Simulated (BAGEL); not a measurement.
# CH3FSSi (SMILES FC1[SiH2]S1) at 3 levels

We compute a comparison of 3 runs (HF/3-21G, HF/6-31G*, HF/def2-SVPD) of CH3FSSi. 

The results are computed with BAGEL 1.2.2.

**1. The molecule**

CH3FSSi: 7 atoms, total charge 0, spin state singlet. SMILES: `FC1[SiH2]S1`. The Si3–H6 distance was set to 3.249 Å, away from the relaxed value. At this shape a bond of the SMILES string is far longer than usual.

Bond lengths: F1–C2 1.366 Å, C2–Si3 1.856 Å, C2–S4 1.839 Å, Si3–S4 2.095 Å, C2–H5 1.087 Å, Si3–H7 1.480 Å. Angles: F1–C2–Si3 119.7°, F1–C2–S4 114.8°, Si3–C2–S4 69.1°, C2–Si3–S4 55.1°, C2–S4–Si3 55.8°, F1–C2–H5 109.9°, Si3–C2–H5 123.7°, S4–C2–H5 112.9°, C2–Si3–H7 120.9°, S4–Si3–H7 118.9°.

**2. A single-point energy at HF/3-21G (density fitting with qzvpp-jkfit) (run 1)**

Contents of calc.json:

```json
{ "bagel": [

{
  "title": "molecule",
  "basis": "3-21g",
  "df_basis": "qzvpp-jkfit",
  "angstrom": true,
  "geometry": [
    { "atom": "F", "xyz": [   -2.022281,    0.326661,   -1.318951 ] },
    { "atom": "C", "xyz": [   -0.926381,    0.367661,   -2.132751 ] },
    { "atom": "Si", "xyz": [    0.769819,    0.197961,   -1.399551 ] },
    { "atom": "S", "xyz": [   -0.198681,   -1.273739,   -2.532551 ] },
    { "atom": "H", "xyz": [   -1.144981,    0.959361,   -3.017551 ] },
    { "atom": "H", "xyz": [    0.977500,   -0.211900,    1.817300 ] },
    { "atom": "H", "xyz": [    1.926519,    0.907361,   -1.989651 ] }
  ]
},
{ "title": "hf", "charge": 0 },
{ "title": "print", "file": "orbitals.molden", "orbitals": true }

]}
```

Command:

```sh
$ BAGEL_NUM_THREADS=1 BAGEL calc.json > calc.out
```

The log of the run:

```text
* using 1 threads per process

  ===============================================================
  ===============================================================

  *** Geometry ***

  { "atom" : "F", "xyz" : [     -3.821557,      0.617300,     -2.492456 ] },
  { "atom" : "C", "xyz" : [     -1.750606,      0.694779,     -4.030315 ] },
  { "atom" : "Si", "xyz" : [      1.454747,      0.374092,     -2.644768 ] },
  { "atom" : "S", "xyz" : [     -0.375453,     -2.407018,     -4.785828 ] },
  { "atom" : "H", "xyz" : [     -2.163701,      1.812930,     -5.702345 ] },
  { "atom" : "H", "xyz" : [      1.847207,     -0.400433,      3.434199 ] },
  { "atom" : "H", "xyz" : [      3.640593,      1.714664,     -3.759895 ] },

  Number of auxiliary basis functions:      462

  Since a DF basis is specified, we compute 2- and 3-index integrals:
    o Being stored without compression. Storage requirement is 0.009 GB

  Number of basis functions:       50
  Number of electrons      :       48

    * METHOD: MOLECULE                             0.15

  *** RHF ***

  === Nuclear Repulsion ===
   208.8776337487

      * DIIS with orbital gradients will be used.

  === RHF iteration (3-21g) ===
      0       -820.84532624          0.02152678           0.03
      1       -820.93470466          0.01495068           0.03
      2       -820.99763785          0.00159559           0.03
      3       -820.99925017          0.00043752           0.03
      4       -820.99937222          0.00017162           0.03
      5       -820.99939944          0.00004759           0.03
      6       -820.99940192          0.00001515           0.03
      7       -820.99940210          0.00000612           0.03
      8       -820.99940213          0.00000247           0.03
      9       -820.99940214          0.00000092           0.03
     10       -820.99940214          0.00000031           0.03
     11       -820.99940214          0.00000014           0.03
     12       -820.99940214          0.00000006           0.03
     13       -820.99940214          0.00000002           0.03
     14       -820.99940214          0.00000001           0.03
     15       -820.99940214          0.00000000           0.03
    * SCF iteration converged.

    * Permanent dipole moment:
           (   -0.904831,    -0.893357,     0.472408) a.u.

    * METHOD: HF                                   0.62

    * METHOD: PRINT                                0.01

  ===============================================================
```

It took 0.91 s on 1 thread of Arm Neoverse V1, shared host.

**3. A single-point energy at HF/6-31G(d) (density fitting with qzvpp-jkfit, spherical functions) (run 2)**

Contents of hf.json:

```json
{ "bagel" : [

{
  "title" : "molecule",
  "basis" : "6-31gs.json",
  "df_basis" : "qzvpp-jkfit",
  "angstrom" : true,
  "geometry" : [
    { "atom" : "F", "xyz" : [   -2.022281,    0.326661,   -1.318951 ] },
    { "atom" : "C", "xyz" : [   -0.926381,    0.367661,   -2.132751 ] },
    { "atom" : "Si", "xyz" : [    0.769819,    0.197961,   -1.399551 ] },
    { "atom" : "S", "xyz" : [   -0.198681,   -1.273739,   -2.532551 ] },
    { "atom" : "H", "xyz" : [   -1.144981,    0.959361,   -3.017551 ] },
    { "atom" : "H", "xyz" : [    0.977500,   -0.211900,    1.817300 ] },
    { "atom" : "H", "xyz" : [    1.926519,    0.907361,   -1.989651 ] }
  ]
},
{ "title" : "hf" },
{ "title" : "print", "file" : "orbitals.molden", "orbitals" : true }

]}
```

The basis set 6-31G* is read from a file made from the Basis Set Exchange's data (not shown).

Command:

```sh
$ BAGEL_NUM_THREADS=1 BAGEL hf.json > hf.out
```

The log of the run:

```text
* using 1 threads per process

  ===============================================================
  ===============================================================

  *** Geometry ***

  { "atom" : "F", "xyz" : [     -3.821557,      0.617300,     -2.492456 ] },
  { "atom" : "C", "xyz" : [     -1.750606,      0.694779,     -4.030315 ] },
  { "atom" : "Si", "xyz" : [      1.454747,      0.374092,     -2.644768 ] },
  { "atom" : "S", "xyz" : [     -0.375453,     -2.407018,     -4.785828 ] },
  { "atom" : "H", "xyz" : [     -2.163701,      1.812930,     -5.702345 ] },
  { "atom" : "H", "xyz" : [      1.847207,     -0.400433,      3.434199 ] },
  { "atom" : "H", "xyz" : [      3.640593,      1.714664,     -3.759895 ] },

  Number of auxiliary basis functions:      462

  Since a DF basis is specified, we compute 2- and 3-index integrals:
    o Being stored without compression. Storage requirement is 0.018 GB

  Number of basis functions:       70
  Number of electrons      :       48

    * METHOD: MOLECULE                             0.21

  *** RHF ***

  === Nuclear Repulsion ===
   208.8776337487

      * DIIS with orbital gradients will be used.

  === RHF iteration (6-31gs.json) ===
      0       -825.05757202          0.01807892           0.05
      1       -825.15889497          0.01294585           0.05
      2       -825.23542897          0.00172817           0.05
      3       -825.23772945          0.00056776           0.05
      4       -825.23794117          0.00017749           0.05
      5       -825.23799003          0.00006184           0.05
      6       -825.23799711          0.00002119           0.05
      7       -825.23799780          0.00000646           0.05
      8       -825.23799788          0.00000267           0.05
      9       -825.23799789          0.00000108           0.05
     10       -825.23799789          0.00000037           0.05
     11       -825.23799789          0.00000015           0.05
     12       -825.23799789          0.00000007           0.05
     13       -825.23799789          0.00000003           0.05
     14       -825.23799789          0.00000001           0.05
     15       -825.23799789          0.00000001           0.05
    * SCF iteration converged.

    * Permanent dipole moment:
           (   -0.694896,    -0.719706,     0.912803) a.u.

    * METHOD: HF                                   0.89

    * METHOD: PRINT                                0.01

  ===============================================================
```

Run time: 1.2 s. Hardware: 1 thread of Arm Neoverse V1, shared host; peak memory 0.098 GiB.

**4. The energy at HF/def2-SVPD (density fitting with qzvpp-jkfit) (run 3)**

Changes to hf.json since step 3:

```diff
@@ -4,5 +4,5 @@
   "title" : "molecule",
-  "basis" : "6-31gs.json",
+  "basis" : "def2-svpd.json",
   "df_basis" : "qzvpp-jkfit",
-  "angstrom" : true,
+  "angstrom" : "true",
   "geometry" : [
@@ -18,3 +18,3 @@
 { "title" : "hf" },
-{ "title" : "print", "file" : "orbitals.molden", "orbitals" : true }
+{ "title" : "print", "file" : "orbitals.molden", "orbitals" : "true" }
```

The basis set def2-SVPD is read from a file made from the Basis Set Exchange's data (not shown).

Command:

```sh
$ BAGEL_NUM_THREADS=1 BAGEL hf.json > hf.out
```

The log of the run:

```text
* using 1 threads per process

  ===============================================================
  ===============================================================

  *** Geometry ***

  { "atom" : "F", "xyz" : [     -3.821557,      0.617300,     -2.492456 ] },
  { "atom" : "C", "xyz" : [     -1.750606,      0.694779,     -4.030315 ] },
  { "atom" : "Si", "xyz" : [      1.454747,      0.374092,     -2.644768 ] },
  { "atom" : "S", "xyz" : [     -0.375453,     -2.407018,     -4.785828 ] },
  { "atom" : "H", "xyz" : [     -2.163701,      1.812930,     -5.702345 ] },
  { "atom" : "H", "xyz" : [      1.847207,     -0.400433,      3.434199 ] },
  { "atom" : "H", "xyz" : [      3.640593,      1.714664,     -3.759895 ] },

  Number of auxiliary basis functions:      462

  Since a DF basis is specified, we compute 2- and 3-index integrals:
    o Being stored without compression. Storage requirement is 0.051 GB

  Number of basis functions:      118
  Number of electrons      :       48

    * METHOD: MOLECULE                             0.24

  *** RHF ***

  === Nuclear Repulsion ===
   208.8776337487

      * DIIS with orbital gradients will be used.

  === RHF iteration (def2-svpd.json) ===
      0       -824.71146764          0.01642944           0.09
      1       -824.85575447          0.01285673           0.09
      2       -824.96943035          0.00153846           0.09
      3       -824.97255731          0.00056041           0.09
      4       -824.97286297          0.00018058           0.09
      5       -824.97293487          0.00007095           0.09
      6       -824.97294589          0.00002666           0.09
      7       -824.97294738          0.00000900           0.09
      8       -824.97294755          0.00000396           0.09
      9       -824.97294757          0.00000166           0.09
     10       -824.97294757          0.00000059           0.09
     11       -824.97294758          0.00000029           0.09
     12       -824.97294758          0.00000013           0.09
     13       -824.97294758          0.00000006           0.09
     14       -824.97294758          0.00000003           0.09
     15       -824.97294758          0.00000001           0.09
     16       -824.97294758          0.00000001           0.09
    * SCF iteration converged.

    * Permanent dipole moment:
           (   -0.615825,    -0.607726,     1.177192) a.u.

    * METHOD: HF                                   1.80

    * METHOD: PRINT                                0.04

  ===============================================================
```

It took 2.2 s on 1 thread of Arm Neoverse V1, shared host; peak memory 0.16 GiB.

**5. The series**

```
run                                                              level  energy (Eh)  dipole moment (D)  HOMO energy (eV)  LUMO energy (eV)  wall time
  1                        HF/3-21G (density fitting with qzvpp-jkfit)  -820.999402               3.45             -8.43             -1.68     0.91 s
  2  HF/6-31G* (density fitting with qzvpp-jkfit, spherical functions)  -825.237998               3.44             -8.33             -1.49      1.2 s
  3                    HF/def2-SVPD (density fitting with qzvpp-jkfit)  -824.972948               3.71             -8.42             -1.61      2.2 s
```

**6. What came out**

```
            quantity          value
 run 3: total energy  -824.97295 Eh
run 3: dipole moment         3.71 D
  run 3: HOMO energy       -8.42 eV
  run 3: LUMO energy       -1.61 eV
run 3: HOMO–LUMO gap        6.81 eV
```

What this shows: The dipole moment (its size) runs from 3.44 D (HF/6-31G*) to 3.71 D (HF/def2-SVPD). The HOMO–LUMO gap runs from 6.75 eV (HF/3-21G) to 6.84 eV (HF/6-31G*). In runs 1, 2, 3 a closed-shell determinant meets a far-stretched bond, which it describes badly. All runs together took 4.4 s, the longest 2.2 s.
